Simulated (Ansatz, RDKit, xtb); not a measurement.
# C4H6BCl2N: ranking a sample of isomers, part 2 of 2

A sample of isomers of C4H6BCl2N is drawn. Aim: find which of them has the lowest free energy at 298.15 K, then its properties. The sample is small against all isomers, and the most stable one of this formula need not be in it.

xtb, Ansatz and PySCF; isolated molecules. Earlier steps stand in the parts before.

## 6. Ranking at PBE0-D3(BJ)/def2-SVP

```
label     spin  r2SCAN-D4/def2-SVP (kcal/mol)  PBE0-D3(BJ)/def2-SVP, relaxed (kcal/mol)  time
c334d  singlet                            0.0                                       0.0  38 s
c167b  singlet                           20.3                                      17.4  33 s
c774a  singlet                           19.0                                      18.1  24 s
```

c334d: Bond lengths: C1–C2 1.437 Å, C2–C3 1.354 Å, C3–C4 1.480 Å, C4–B5 1.614 Å, B5–Cl6 1.851 Å, B5–Cl7 1.861 Å, C1–N8 1.289 Å, B5–N8 1.566 Å, N8–H9 1.018 Å, C1–H10 1.097 Å, C2–H11 1.091 Å, C3–H12 1.097 Å, C4–H13 1.102 Å, C4–H14 1.109 Å. Some angles: C1–C2–C3 120.4°, C2–C1–N8 122.7°, C2–C3–C4 123.4°, C3–C4–B5 115.2°, C4–B5–Cl6 113.1°, C4–B5–Cl7 112.1°, C4–B5–N8 109.3°, Cl6–B5–Cl7 111.5°, Cl6–B5–N8 105.9°, Cl7–B5–N8 104.2°.

c167b: Bond lengths: C1–C2 1.536 Å, C2–C3 1.507 Å, C1–C4 1.565 Å, C1–B5 1.559 Å, B5–Cl6 1.753 Å, B5–Cl7 1.757 Å, C3–N8 1.268 Å, C4–N8 1.451 Å, C1–H9 1.101 Å, C2–H10 1.101 Å, C2–H11 1.105 Å, C3–H12 1.098 Å, C4–H13 1.106 Å, C4–H14 1.100 Å. Some angles: C1–C2–C3 101.4°, C2–C1–C4 102.0°, C2–C1–B5 117.8°, C4–C1–B5 110.4°, C2–C3–N8 116.3°, C1–C4–N8 106.7°, C1–B5–Cl6 121.1°, C1–B5–Cl7 121.0°, Cl6–B5–Cl7 117.8°, C3–N8–C4 109.1°.

c774a: Bond lengths: C1–C2 1.529 Å, C2–C3 1.466 Å, C2–C4 1.535 Å, C4–B5 1.568 Å, B5–Cl6 1.750 Å, B5–Cl7 1.750 Å, C3–N8 1.157 Å, C1–H9 1.100 Å, C1–H10 1.100 Å, C1–H11 1.099 Å, C2–H12 1.104 Å, C4–H13 1.108 Å, C4–H14 1.103 Å. Some angles: C1–C2–C3 110.6°, C1–C2–C4 112.6°, C3–C2–C4 110.0°, C2–C3–N8 178.6°, C2–C4–B5 117.5°, C4–B5–Cl6 120.0°, C4–B5–Cl7 121.5°, Cl6–B5–Cl7 118.4°, C1–C2–H12 109.0°, C3–C2–H12 106.0°.

## 7. Harmonic analysis of the finalists

The lowest few in one piece go on as finalists. In this search the thermal terms come from GFN2-xTB at its own nearest minimum. The first, c334d:

Input file start.xyz:

```xyz
14
c334d
C      0.629306     0.818515    -0.766736
C      0.832434    -0.371445     0.011931
C     -0.111529    -1.342383     0.039717
C     -1.364339    -1.283301    -0.746787
B     -1.765021     0.182527    -1.291539
Cl    -2.472777     0.154823    -3.002147
Cl    -2.877054     1.089804    -0.107337
N     -0.479727     1.073838    -1.372958
H     -0.553756     1.948095    -1.888811
H      1.443052     1.549610    -0.844012
H      1.773118    -0.468709     0.555829
H      0.094078    -2.238603     0.638266
H     -2.193535    -1.718785    -0.165316
H     -1.231875    -1.983247    -1.596752
```

Started as:

```sh
$ xtb start.xyz --gfn 2 --ohess tight
```

The log of the run (excerpt; [...] marks lines left out):

```text
* xtb version 6.7.1
[...]
          :  # basis functions                  50          :
[...]
          :  # electrons                        44          :
[...]
          :  Hamiltonian                  GFN2-xTB          :
[...]
          :  net charge                          0          :
          :  unpaired electrons                  0          :
[...]
   *** convergence criteria satisfied after 17 iterations ***
[...]
   *** GEOMETRY OPTIMIZATION CONVERGED AFTER 32 ITERATIONS ***
[...]
   *** convergence criteria satisfied after 3 iterations ***
[...]
         ::                     SUMMARY                     ::
         :::::::::::::::::::::::::::::::::::::::::::::::::::::
         :: total energy             -24.925671365484 Eh    ::
         :: gradient norm              0.000085311087 Eh/a0 ::
         :: HOMO-LUMO gap              1.502899690243 eV    ::
         ::.................................................::
         :: SCC energy               -25.176928187863 Eh    ::
         :: -> isotropic ES            0.065133503514 Eh    ::
         :: -> anisotropic ES         -0.004267719231 Eh    ::
         :: -> anisotropic XC          0.010774872831 Eh    ::
         :: -> dispersion             -0.012477281090 Eh    ::
         :: repulsion energy           0.251256822380 Eh    ::
         :: add. restraining           0.000000000000 Eh    ::
         :: total charge               0.000000000000 e     ::
         :::::::::::::::::::::::::::::::::::::::::::::::::::::
[...]
        22        2.0000           -0.3889364             -10.5835 (HOMO)
        23                         -0.3337057              -9.0806 (LUMO)
[...]
molecular dipole:
                 x           y           z       tot (Debye)
 q only:        2.586      -0.448       0.949
   full:        2.561      -0.288       0.909       6.947
molecular quadrupole (traceless):
[...]
          | TOTAL ENERGY              -24.925671365635 Eh   |
          | TOTAL ENTHALPY            -24.818800533730 Eh   |
          | TOTAL FREE ENERGY         -24.862134654687 Eh   |
          | GRADIENT NORM               0.000087006302 Eh/α |
[...]
```

Run time: 0.36 s. Hardware: 4 threads of Arm Neoverse V1, shared host.

## 8. Zero-point energy and free-energy terms

As xtb prints them, at 298.15 K, with its own treatment of low modes:

```
label                   SMILES     spin  lowest mode (cm⁻¹)  zero-point (kcal/mol)  G − E (kcal/mol)
c334d  Cl[B-]1(Cl)CC=CC=[NH+]1  singlet                  22                   61.1              39.9
c167b     ClB(Cl)[C@@H]1CC=NC1  singlet                  24                   62.1              40.5
c774a      C[C@H](C#N)CB(Cl)Cl  singlet                  19                   60.7              38.2
```

## 9. Energies at the top level

Single points at CCSD(T)/def2-SVP + MP2/def2-TZVPP - MP2/def2-SVP on the refined geometries decide the order.

c334d, CCSD(T)/def2-SVP:

Input file input.yaml:

```yaml
crystal:
  periodic: [false, false, false]
  atoms:
    - {symbol: C, position_ang: [0.629306, 0.818515, -0.766736]}
    - {symbol: C, position_ang: [0.832434, -0.371445, 0.011931]}
    - {symbol: C, position_ang: [-0.111529, -1.342383, 0.039717]}
    - {symbol: C, position_ang: [-1.364339, -1.283301, -0.746787]}
    - {symbol: B, position_ang: [-1.765021, 0.182527, -1.291539]}
    - {symbol: Cl, position_ang: [-2.472777, 0.154823, -3.002147]}
    - {symbol: Cl, position_ang: [-2.877054, 1.089804, -0.107337]}
    - {symbol: "N", position_ang: [-0.479727, 1.073838, -1.372958]}
    - {symbol: H, position_ang: [-0.553756, 1.948095, -1.888811]}
    - {symbol: H, position_ang: [1.443052, 1.549610, -0.844012]}
    - {symbol: H, position_ang: [1.773118, -0.468709, 0.555829]}
    - {symbol: H, position_ang: [0.094078, -2.238603, 0.638266]}
    - {symbol: H, position_ang: [-2.193535, -1.718785, -0.165316]}
    - {symbol: H, position_ang: [-1.231875, -1.983247, -1.596752]}
basis:
  gaussian:
    orbitals: def2-SVP
total_charge: 0
correlation:
  method: ccsd_t
  frozen_orbitals: {Cl: 5, C: 1, "N": 1, B: 1, H: 0}
```

Started as:

```sh
$ ansatz run input.yaml --threads 4 --pin off --max-ram 7830MiB --events-out events.jsonl --progress --plain --runs-dir runs
```

The log of the run (excerpt; [...] marks lines left out):

```text
Warning: RAYON_NUM_THREADS=4 ignored (pool sized by the plan → 4); use --threads N
Functional definition: HF
  name "HF"
[...]
1496 factors; integrals over basis functions are off by at most 1.5e-3 eV
[...]
mean field -31367.55015212 eV, -1152.7362064013 hartree, gradient 2.4e-6 eV, S^2 0.000000; 0 other end points of the search recorded, 0 dependent functions left out; unrestricted orbitals would lower it
16 core orbitals not correlated: weight in the atoms' cores, before any rotation towards them, 1.000 or more for the frozen orbitals, at most 0.000 for the correlated occupied ones
reference -31367.55015212 eV, -1152.7362064013 hartree; 22, 22 occupied and 112, 112 virtual orbitals, 1496 factors
second order -28.43379855 eV of doubles, -0.00000000 eV of singles
cycle   1  -29.34323797 eV  change   -9.1e-1 eV  update   1.3e-1
[...]
cycle  11  -30.24875920 eV  change    2.4e-5 eV  update   2.8e-5
perturbative correction -1.07154294 eV, -0.0393784769 hartree
Total energy: -31398.87045427 eV, -1153.8872062755 hartree
```

It took 38 s on 4 threads of Arm Neoverse V1, shared host; peak memory 1.3 GiB.

## 10. c334d at MP2/def2-TZVPP

input.yaml, as its differences from that of step 9:

```diff
@@ -18,7 +18,3 @@
 basis:
-  gaussian:
-    orbitals: def2-SVP
-total_charge: 0
-correlation:
-  method: ccsd_t
-  frozen_orbitals: {Cl: 5, C: 1, "N": 1, B: 1, H: 0}
+  gaussian: {orbitals: def2-TZVPP}
+correlation: {method: mp2, frozen_orbitals: {Cl: 5, C: 1, "N": 1, B: 1, H: 0}}
```

Started as:

```sh
$ ansatz run input.yaml --threads 4 --pin off --max-ram 7830MiB --events-out events.jsonl --progress --plain --runs-dir runs
```

The log of the run:

```text
Warning: RAYON_NUM_THREADS=4 ignored (pool sized by the plan → 4); use --threads N
[... 2 set-up lines as earlier in the session ...]
  exchange = exact_x
  correlation = 0
2125 factors; integrals over basis functions are off by at most 1.1e-3 eV
mean field evaluation 1: about -31378.1155 eV, gradient 3.9e1 eV
mean field evaluation 2: about -31378.5031 eV, gradient 3.9e1 eV
mean field evaluation 4: about -31382.8710 eV, gradient 5.5e0 eV
mean field evaluation 8: about -31382.9688 eV, gradient 4.1e-1 eV
mean field -31382.96998142 eV, -1153.3028746761 hartree, gradient 2.8e-6 eV, S^2 0.000000; 0 other end points of the search recorded, 0 dependent functions left out; unrestricted orbitals would lower it
mean field evaluation 16: about -31382.9161 eV, gradient 2.1e0 eV
16 core orbitals not correlated: weight in the atoms' cores, before any rotation towards them, 1.000 or more for the frozen orbitals, at most 0.000 for the correlated occupied ones
reference -31382.96998142 eV, -1153.3028746761 hartree; 22, 22 occupied and 316, 316 virtual orbitals, 2125 factors
second order -36.13476031 eV of doubles, -0.00000000 eV of singles
Total energy: -31419.10474173 eV, -1154.6308026246 hartree
```

Wall time 14 s (4 threads of Arm Neoverse V1, shared host); peak memory 1.4 GiB.

## 11. c167b at CCSD(T)/def2-SVP

Input file input.yaml:

```yaml
crystal:
  periodic: [false, false, false]
  atoms:
    - {symbol: C, position_ang: [0.990860, -0.782815, -0.737380]}
    - {symbol: C, position_ang: [2.067446, -0.388971, -1.760304]}
    - {symbol: C, position_ang: [1.323465, -0.562119, -3.058972]}
    - {symbol: C, position_ang: [-0.323020, -0.641555, -1.575700]}
    - {symbol: B, position_ang: [0.892649, 0.054079, 0.574105]}
    - {symbol: Cl, position_ang: [0.383717, -0.681690, 2.082096]}
    - {symbol: Cl, position_ang: [1.187490, 1.786013, 0.566611]}
    - {symbol: N, position_ang: [0.065399, -0.691160, -2.972916]}
    - {symbol: H, position_ang: [1.105991, -1.847787, -0.481861]}
    - {symbol: H, position_ang: [2.977668, -1.005009, -1.696304]}
    - {symbol: H, position_ang: [2.387746, 0.664027, -1.660401]}
    - {symbol: H, position_ang: [1.819849, -0.540134, -4.038658]}
    - {symbol: H, position_ang: [-0.840871, 0.319867, -1.402934]}
    - {symbol: H, position_ang: [-1.050679, -1.433571, -1.343000]}
basis:
  gaussian: {orbitals: def2-SVP}
correlation: {method: ccsd_t, frozen_orbitals: {Cl: 5, C: 1, "N": 1, B: 1, H: 0}}
```

Started as:

```sh
$ ansatz run input.yaml --threads 4 --pin off --max-ram 7830MiB --events-out events.jsonl --progress --plain --runs-dir runs
```

The log of the run (excerpt; [...] marks lines left out):

```text
Warning: RAYON_NUM_THREADS=4 ignored (pool sized by the plan → 4); use --threads N
[... 2 set-up lines as earlier in the session ...]
[...]
1504 factors; integrals over basis functions are off by at most 1.5e-3 eV
[...]
mean field -31366.85997883 eV, -1152.7108430007 hartree, gradient 5.2e-6 eV, S^2 0.000000; 0 other end points of the search recorded, 0 dependent functions left out
16 core orbitals not correlated: weight in the atoms' cores, before any rotation towards them, 1.000 or more for the frozen orbitals, at most 0.000 for the correlated occupied ones
reference -31366.85997883 eV, -1152.7108430007 hartree; 22, 22 occupied and 112, 112 virtual orbitals, 1504 factors
second order -28.54629044 eV of doubles, -0.00000000 eV of singles
cycle   1  -29.50501057 eV  change   -9.6e-1 eV  update   1.2e-1
[...]
cycle  10  -30.38342465 eV  change    6.3e-6 eV  update   2.2e-5
perturbative correction -1.04580925 eV, -0.0384327809 hartree
Total energy: -31398.28921273 eV, -1153.8658460429 hartree
```

It took 37 s on 4 threads of Arm Neoverse V1, shared host; peak memory 1.3 GiB.

For c334d the log finds that unrestricted Hartree-Fock orbitals lie lower, a sign to watch the closed-shell reference there.

## 12. Free energies and the winner

Energies in kcal/mol from c334d; G adds the thermal terms to the CCSD(T)/def2-SVP + MP2/def2-TZVPP - MP2/def2-SVP energy. The columns left of the relaxed level are at the tight-binding geometries.

```
label                   SMILES     spin  GFN2-xTB  HF/STO-3G  r2SCAN-D4/def2-SVP  PBE0-D3(BJ)/def2-SVP  HF/def2-SVP  MP2/def2-SVP  CCSD(T)/def2-SVP + MP2/def2-TZVPP - MP2/def2-SVP     G  share at equilibrium     T1
c334d  Cl[B-]1(Cl)CC=CC=[NH+]1  singlet       0.0        0.0                 0.0                   0.0          0.0           0.0                                               0.0   0.0               100.0 %  0.015
c774a      C[C@H](C#N)CB(Cl)Cl  singlet      12.4        7.1                19.0                  18.1          5.3           2.4                                               7.2   5.5               < 0.1 %  0.012
c167b     ClB(Cl)[C@@H]1CC=NC1  singlet      -1.2        7.4                20.3                  17.4         15.9          13.3                                              14.4  15.0               < 0.1 %  0.012
```

Lowest found: c334d, `Cl[B-]1(Cl)CC=CC=[NH+]1`, a singlet. Bond lengths: C1–C2 1.437 Å, C2–C3 1.354 Å, C3–C4 1.480 Å, C4–B5 1.614 Å, B5–Cl6 1.851 Å, B5–Cl7 1.861 Å, C1–N8 1.289 Å, B5–N8 1.566 Å, N8–H9 1.018 Å, C1–H10 1.097 Å, C2–H11 1.091 Å, C3–H12 1.097 Å, C4–H13 1.102 Å, C4–H14 1.109 Å. Some angles: C1–C2–C3 120.4°, C2–C1–N8 122.7°, C2–C3–C4 123.4°, C3–C4–B5 115.2°, C4–B5–Cl6 113.1°, C4–B5–Cl7 112.1°, C4–B5–N8 109.3°, Cl6–B5–Cl7 111.5°, Cl6–B5–N8 105.9°, Cl7–B5–N8 104.2°.

```xyz
14

C     0.6293    0.8185   -0.7667
C     0.8324   -0.3714    0.0119
C    -0.1115   -1.3424    0.0397
C    -1.3643   -1.2833   -0.7468
B    -1.7650    0.1825   -1.2915
Cl   -2.4728    0.1548   -3.0021
Cl   -2.8771    1.0898   -0.1073
N    -0.4797    1.0738   -1.3730
H    -0.5538    1.9481   -1.8888
H     1.4431    1.5496   -0.8440
H     1.7731   -0.4687    0.5558
H     0.0941   -2.2386    0.6383
H    -2.1935   -1.7188   -0.1653
H    -1.2319   -1.9832   -1.5968
```

## 13. Summary of results

The summary covers parts 1 to 2.

```
                                 quantity                                                                     value
                   lowest structure found                                          Cl[B-]1(Cl)CC=CC=[NH+]1, singlet
                            next finalist                    C[C@H](C#N)CB(Cl)Cl, singlet, 5.5 kcal/mol higher in G
share at equilibrium, among the finalists                                                                   100.0 %
                                   funnel  30 starts, 27 minima at GFN2-xTB, 16 screening runs, 3 relaxed, 3 ranked
                     CPU time of all runs                                                                    19 min
```

**Reading.** `Cl[B-]1(Cl)CC=CC=[NH+]1` comes out lowest. Among the finalists first place is clear (5.5 kcal/mol); structures outside the list aren't covered. HF/STO-3G, r2SCAN-D4/def2-SVP, PBE0-D3(BJ)/def2-SVP, HF/def2-SVP and MP2/def2-SVP already put its bonding pattern lowest among the structures in one piece; GFN2-xTB favours the singlet ClB(Cl)[C@@H]1CC=NC1. The largest share of the time went into the final energies (52 %). 9 minima inside the window were never screened. The search is not exhaustive (a finite list of starts, one conformer a finalist), so a lower isomer can't be ruled out. Only 9 drawn patterns were tried, so whole families of isomers are missing, and the result ranks this sample alone.
